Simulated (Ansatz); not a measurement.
# BFGeH₅NO: one species, many methods

One table from this session's results is given with a row withheld; the runs are named, their logs left out.

Method: functionals in def2-TZVPP, the program's frozen cores in correlated methods; program: Ansatz 0.2.0, Gaussian basis.

The runs, in order: PBE-D4, r2SCAN-D4, PBE0-D4, B3LYP-D4, ωB97X-V, ωB97M-V, B2PLYP; CCSD(T)/def2-TZVPP; MP2/def2-QZVPP; extrapolation to the limit.

## The geometry

All runs share one geometry, relaxed beforehand with PBE0-D4 in a triple-zeta def2 set.

SMILES `OB(F)[NH][GeH3]`, 10 atoms, charge 0, spin multiplicity 1.

Atoms are counted from 1 here; the program's logs count them from 0.

Bond lengths: O1–B2 1.366 Å, O1–H6 0.959 Å, B2–F3 1.346 Å, B2–N4 1.403 Å, N4–Ge5 1.847 Å, N4–H7 1.006 Å, Ge5–H8 1.535 Å, Ge5–H9 1.535 Å, Ge5–H10 1.537 Å. Angles: B2–O1–H6 113.0°, O1–B2–F3 119.3°, O1–B2–N4 120.0°, F3–B2–N4 120.7°, B2–N4–Ge5 125.1°, B2–N4–H7 117.7°, Ge5–N4–H7 117.3°, N4–Ge5–H8 109.9°, N4–Ge5–H9 109.9°, N4–Ge5–H10 105.8°, H8–Ge5–H9 110.2°, H8–Ge5–H10 110.5°, H9–Ge5–H10 110.5°.

As a file:

```
atom    x (Å)    y (Å)    z (Å)
  O1  -1.6560  -0.0477   0.7795
  B2  -0.7656   0.9500   0.5012
  F3  -1.0747   2.2188   0.8274
  N4   0.4558   0.6469  -0.1182
 Ge5   1.0013  -1.0460  -0.6163
  H6  -2.4554   0.2711   1.2026
  H7   1.0856   1.4086  -0.3075
  H8   0.0242  -1.6278  -1.6477
  H9   1.0715  -1.9558   0.6181
 H10   2.3962  -0.8692  -1.2361
```

The first run:

in.yaml reads:

```yaml
crystal:
  periodic: [false, false, false]
  atoms:
    - {symbol: O, position_ang: [-1.655997, -0.047670, 0.779542]}
    - {symbol: B, position_ang: [-0.765563, 0.949973, 0.501189]}
    - {symbol: F, position_ang: [-1.074700, 2.218847, 0.827412]}
    - {symbol: N, position_ang: [0.455800, 0.646910, -0.118162]}
    - {symbol: Ge, position_ang: [1.001286, -1.045972, -0.616312]}
    - {symbol: H, position_ang: [-2.455363, 0.271093, 1.202604]}
    - {symbol: H, position_ang: [1.085597, 1.408573, -0.307503]}
    - {symbol: H, position_ang: [0.024244, -1.627772, -1.647741]}
    - {symbol: H, position_ang: [1.071520, -1.955832, 0.618059]}
    - {symbol: H, position_ang: [2.396175, -0.869248, -1.236087]}
basis:
  gaussian: {orbitals: def2-TZVPP}
hamiltonian: {xc: pbe, dispersion: d4}
output: {forces: true, orbitals: {seedname: orbitals}}
```

Command:

```
$ ansatz run in.yaml --threads 4 --pin off --events-out ev --progress --plain --max-ram 10444MiB
```

Among the steps run: PBE-D4 (GGA); r2SCAN-D4 (meta-GGA); PBE0-D4 (hybrid); B3LYP-D4 (hybrid); ωB97X-V (range-separated); ωB97M-V (range-separated); B2PLYP (double hybrid); CCSD(T) in def2-TZVPP; MP2 in def2-QZVPP.

One of the session's tables, all rows but one given; the rest of the session is left out.

| method | atomisation energy (kJ/mol) |
| --- | --- |
| PBE-D4 | 3780.1 |
| r2SCAN-D4 | 3733.2 |
| PBE0-D4 | 3703.2 |
| B3LYP-D4 | 3720.6 |
| ωB97X-V | 3741.1 |
| ωB97M-V | 3733.3 |
| B2PLYP | 3693.7 |
| HF/def2-TZVPP | 2691.1 |
| MP2/def2-TZVPP | 3719.3 |
| CCSD/def2-TZVPP | 3586.6 |
| CCSD(T)/def2-TZVPP | 3641.0 |
| MP2/CBS | 3811.4 |
| CCSD(T)/CBS | ? |

**Question.** Estimate the row for CCSD(T)/CBS.

The run gave: atomisation energy (kJ/mol): 3733.1. In the column «atomisation energy (kJ/mol)» it lies between B3LYP-D4 (3720.6) and r2SCAN-D4 (3733.2).

Caveats from the session: Free atoms (1 O, 1 B, 1 F, 1 N, 1 Ge, 5 H) were run apart at each level; the atomisation energy is their sum less the molecule, without zero-point or spin-orbit terms.
